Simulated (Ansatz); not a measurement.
**FH2InSe: ionisation energy by level of theory**

Aim: the vertical ionisation energy of FH2InSe, as cation minus neutral at the neutral's geometry, on several levels, and how well −ε(HOMO) stands in for it.

Method: unrestricted cation, the program's frozen cores in correlated methods; program: Ansatz 0.2.0, Gaussian basis.

Plan: UKS PBE-D4/def2-TZVPP; UKS r2SCAN-D4/def2-TZVPP; UKS PBE0-D4/def2-TZVPP; UKS B3LYP-D4/def2-TZVPP; UKS wB97X-V/def2-TZVPP; UKS wB97M-V/def2-TZVPP; UKS B2PLYP/def2-TZVPP; UHF-CCSD(T)/def2-TZVPP; UHF-CCSD(T)/def2-QZVPP; extrapolation to the limit; then −ε(HOMO) from the neutral's earlier runs with LDA (SPW92), PBE-D4, revPBE-D4, BLYP-D4, r2SCAN-D4, B97M-V, PBE0-D4, B3LYP-D4, r2SCANh-D4, r2SCAN0-D4, HSE06-D4, BHLYP-D4, CAM-B3LYP-D4, LC-ωPBE, ωB97X-V, ωB97M-V.

### Step 1. The relaxed structure

The geometry comes from an earlier relaxation with PBE0-D4 in a triple-zeta def2 set; it is a stationary point. In takes the def2 core potential; no spin-orbit term is included.

SMILES `[F][InH][SeH]`, 5 atoms, charge 0, spin multiplicity 1.

Atoms are counted from 1 here; the program's logs count them from 0.

Bond lengths: F1–In2 1.954 Å, In2–Se3 2.480 Å, In2–H4 1.698 Å, Se3–H5 1.470 Å. Angles: F1–In2–Se3 108.8°, F1–In2–H4 117.1°, Se3–In2–H4 134.1°, In2–Se3–H5 89.6°.

### Step 2. Cation, UKS PBE-D4/def2-TZVPP

in.yaml

```yaml
crystal:
  periodic: [false, false, false]
  atoms:
    - {symbol: F, position_ang: [-1.032665, -1.218736, 1.033775]}
    - {symbol: In, position_ang: [-0.590106, -0.046274, -0.465555]}
    - {symbol: Se, position_ang: [1.665529, 0.912839, -0.090195]}
    - {symbol: H, position_ang: [-1.751113, 0.108374, -1.694421]}
    - {symbol: H, position_ang: [1.758355, 0.170097, 1.174896]}
basis:
  gaussian: {orbitals: def2-TZVPP}
total_charge: 1
magnetization: {spin_polarized: true, initial_magnetization: 1}
hamiltonian: {xc: pbe, dispersion: d4}
```

Run with:

```sh
ansatz run in.yaml --threads 2 --pin off --events-out ev --progress --plain --max-ram 32768MiB --backend cpu
```

After this run come: Cation, UKS r2SCAN-D4/def2-TZVPP; Cation, UKS PBE0-D4/def2-TZVPP; Cation, UKS B3LYP-D4/def2-TZVPP; Cation, UKS wB97X-V/def2-TZVPP; Cation, UKS wB97M-V/def2-TZVPP; Cation, UKS B2PLYP (frozen core)/def2-TZVPP; Cation, UHF-CCSD(T)/def2-TZVPP; Cation, UHF-CCSD(T)/def2-QZVPP.

Before running them: what should the planned runs give, taken together? Wanted: ionisation energy, CCSD(T)/CBS; nearest functional by difference; nearest −ε(HOMO); −ε(HOMO) of PBE; T1 of the cation.

**Answer**, as computed:

| quantity | value |
| --- | --- |
| ionisation energy, CCSD(T)/CBS | 9.91 eV |
| nearest functional by difference | B3LYP-D4 (-0.13 eV) |
| nearest −ε(HOMO) | ωB97X-V (-0.13 eV) |
| −ε(HOMO) of PBE | 6.40 eV |
| T1 of the cation | 0.015 |

In words: By cation minus neutral, the functionals miss by 0.28 eV at most. The PBE orbital energy is 3.5 eV too small: a semilocal HOMO is no ionisation energy. Among orbital estimates ωB97X-V comes nearest. Hartree-Fock falls 1.20 eV short, as the neutral has more correlation energy than the cation. Correlated methods include outer-core shells of In, Se, which these sets cover unevenly. With outer-core shells in play the reference is unsure by up to some tenths of an eV, so close misses can't be ranked.
